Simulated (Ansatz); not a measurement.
# Ge: the cost of one run

Program: Ansatz 0.2.0. Level of theory: DFT PBEsol, scalar-relativistic, plane waves, PAW. These are calculated values, not measurements.

## (1) Starting point

The structure is orthorhombic, space group Cmmm (No. 65). Conventional cell: a = 2.794 Å, b = 5.201 Å, c = 2.698 Å, α = 90.00°, β = 90.00°, γ = 90.00°. Ge (site symmetry mmm) has 8 Ge at 2.70 to 2.95 Å in its first shell of neighbours.

As a file:

```cif
data_structure
_symmetry_space_group_name_H-M 'Cmmm'
_symmetry_Int_Tables_number 65
_cell_length_a 2.7943
_cell_length_b 5.2010
_cell_length_c 2.6982
_cell_angle_alpha 90.000
_cell_angle_beta 90.000
_cell_angle_gamma 90.000
_cell_volume 39.21
loop_
_atom_site_label
_atom_site_type_symbol
_atom_site_symmetry_multiplicity
_atom_site_Wyckoff_symbol
_atom_site_fract_x
_atom_site_fract_y
_atom_site_fract_z
_atom_site_occupancy
Ge1 Ge 2 b 0.50000 0.00000 0.00000 1
```

It goes back to an entry of the Materials Project, which need not be the stable form.

No relaxation comes first: the listed cell is the starting point.

## (2) The reference cell

Reference values: F = -4253.2979 eV; pressure -4.09 GPa; largest force 0.000 eV/Å; gap on the mesh none (metal). It was computed beforehand with the settings of the runs below.

## (3) Next: energy and stress against strain

The cell is strained by ε times the Voigt pattern (1, 1, 0, 0, 0, 0) (xx, yy, zz, yz, xz, xy; engineering shear), with fractional coordinates fixed (clamped ions). The stress on the pattern is the sum of the stress components weighted by it, tension positive.

## (4) Point ε = -0.1000

input.yaml

```yaml
crystal:
  lattice:
    - [1.2574341, -2.3404644, 0.0]
    - [1.2574341, 2.3404644, 0.0]
    - [0.0, 0.0, 2.698231]
  atoms:
    - { symbol: Ge, position: [0.5, 0.5, 0.0] }
basis:
  ecutwfc: 420
kpoints:
  mp_grid: { grid: [20, 20, 18] }
hamiltonian:
  xc: pbesol
scf:
  occupations: { method: gaussian, width: 0.15 }
output:
  forces: true
  stress: true
  eigenvalues: true
```

Run with:

```bash
ansatz run input.yaml --threads 1 --pin off --max-ram 2560MiB --backend cpu --events-out ev --progress --plain --runs-dir out
```

Q: Estimate wall time and peak memory on 1 thread of Intel Xeon Platinum 8488C (Sapphire Rapids), shared host.

About 11 s, with a peak of 0.54 GiB.
